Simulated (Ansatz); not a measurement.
# ClH₂PSSi: one species, many methods

One table from this session's results is given with a row withheld; the runs are named, their logs left out.

Program: Ansatz 0.2.0, Gaussian basis. Level of theory: functionals in def2-TZVPP, the program's frozen cores in correlated methods. These are calculated values, not measurements.

The runs, in order: LDA (SPW92), PBE-D4, revPBE-D4, BLYP-D4, r2SCAN-D4, B97M-V, PBE0-D4, B3LYP-D4, r2SCANh-D4, r2SCAN0-D4, HSE06-D4, BHLYP-D4, CAM-B3LYP-D4, LC-ωPBE, ωB97X-V, ωB97M-V, B2PLYP, PBE-QIDH; CCSD(T)/def2-SVP; CCSD(T)/def2-TZVPP; MP2/def2-QZVPP; extrapolation to the limit; RPA on PBE.

## The geometry

All runs share one geometry, relaxed beforehand with PBE0-D4 in a triple-zeta def2 set.

SMILES `Cl[SiH]1PS1`, 6 atoms, charge 0, spin multiplicity 1.

Atoms are counted from 1 here; the program's logs count them from 0.

Bond lengths: Cl1–Si2 2.039 Å, Si2–P3 2.200 Å, Si2–S4 2.083 Å, Si2–H5 1.473 Å, P3–S4 2.198 Å, P3–H6 1.427 Å. Angles: Cl1–Si2–P3 120.9°, Cl1–Si2–S4 119.0°, Cl1–Si2–H5 108.7°, P3–Si2–S4 61.7°, P3–Si2–H5 121.6°, S4–Si2–H5 118.3°, Si2–P3–S4 56.6°, Si2–P3–H6 92.1°, S4–P3–H6 97.1°, Si2–S4–P3 61.8°.

The first run:

Input file in.yaml:

```yaml
crystal:
  periodic: [false, false, false]
  atoms:
    - {symbol: Cl, position_ang: [-1.703547, 0.977335, -1.052595]}
    - {symbol: Si, position_ang: [0.104189, 0.111690, -0.680308]}
    - {symbol: P, position_ang: [0.873056, -0.060798, 1.373380]}
    - {symbol: S, position_ang: [0.157041, -1.775515, 0.200002]}
    - {symbol: H, position_ang: [0.998371, 0.376213, -1.819985]}
    - {symbol: H, position_ang: [-0.386910, 0.306975, 1.933305]}
basis:
  gaussian: {orbitals: def2-TZVPP}
hamiltonian: {xc: lda}
output: {orbitals: {seedname: orbitals}}
```

Run with:

```bash
$ ansatz run in.yaml --threads 2 --pin off --events-out ev --progress --plain --max-ram 4352MiB
```

Among the steps run: LDA; PBE-D4 (GGA); revPBE-D4 (GGA); BLYP-D4 (GGA); r2SCAN-D4 (meta-GGA); B97M-V (meta-GGA); B3LYP-D4 (hybrid); r2SCANh-D4 (hybrid); r2SCAN0-D4 (hybrid); HSE06-D4 (hybrid); BHLYP-D4 (hybrid); CAM-B3LYP-D4 (range-separated); LC-ωPBE (range-separated); ωB97X-V (range-separated); ωB97M-V (range-separated); B2PLYP (double hybrid); PBE-QIDH (double hybrid).

One table of the session follows, with a row left open; its other results are not shown here.

It belongs to the step «Orbital energies across the functionals». 

| functional | HOMO (eV) | gap (eV) |
| --- | --- | --- |
| LDA (SPW92) | -6.26 | 3.99 |
| PBE-D4 | -6.16 | 4.08 |
| revPBE-D4 | -6.12 | 4.12 |
| BLYP-D4 | ? | ? |
| r2SCAN-D4 | -6.41 | 4.51 |
| B97M-V | -6.49 | 4.66 |
| PBE0-D4 | -7.29 | 6.11 |
| B3LYP-D4 | -7.04 | 5.66 |
| r2SCANh-D4 | -6.82 | 5.26 |
| r2SCAN0-D4 | -7.44 | 6.37 |
| HSE06-D4 | -6.89 | 5.34 |
| BHLYP-D4 | -8.25 | 8.08 |
| CAM-B3LYP-D4 | -8.51 | 8.44 |
| LC-ωPBE | -9.86 | 10.92 |
| ωB97X-V | -9.52 | 10.48 |
| ωB97M-V | -9.33 | 10.15 |

Estimate the missing values for BLYP-D4.

Worked estimate for «HOMO (eV)». Against the share of exact exchange, B3LYP-D4 (0.2, -7.04), BHLYP-D4 (0.5, -8.25) give a slope of -4.03 per unit share; at 0 the line stands at -6.23.

As computed: HOMO (eV): -5.98; gap (eV): 4.04. In «HOMO (eV)» the line misses by -0.25.
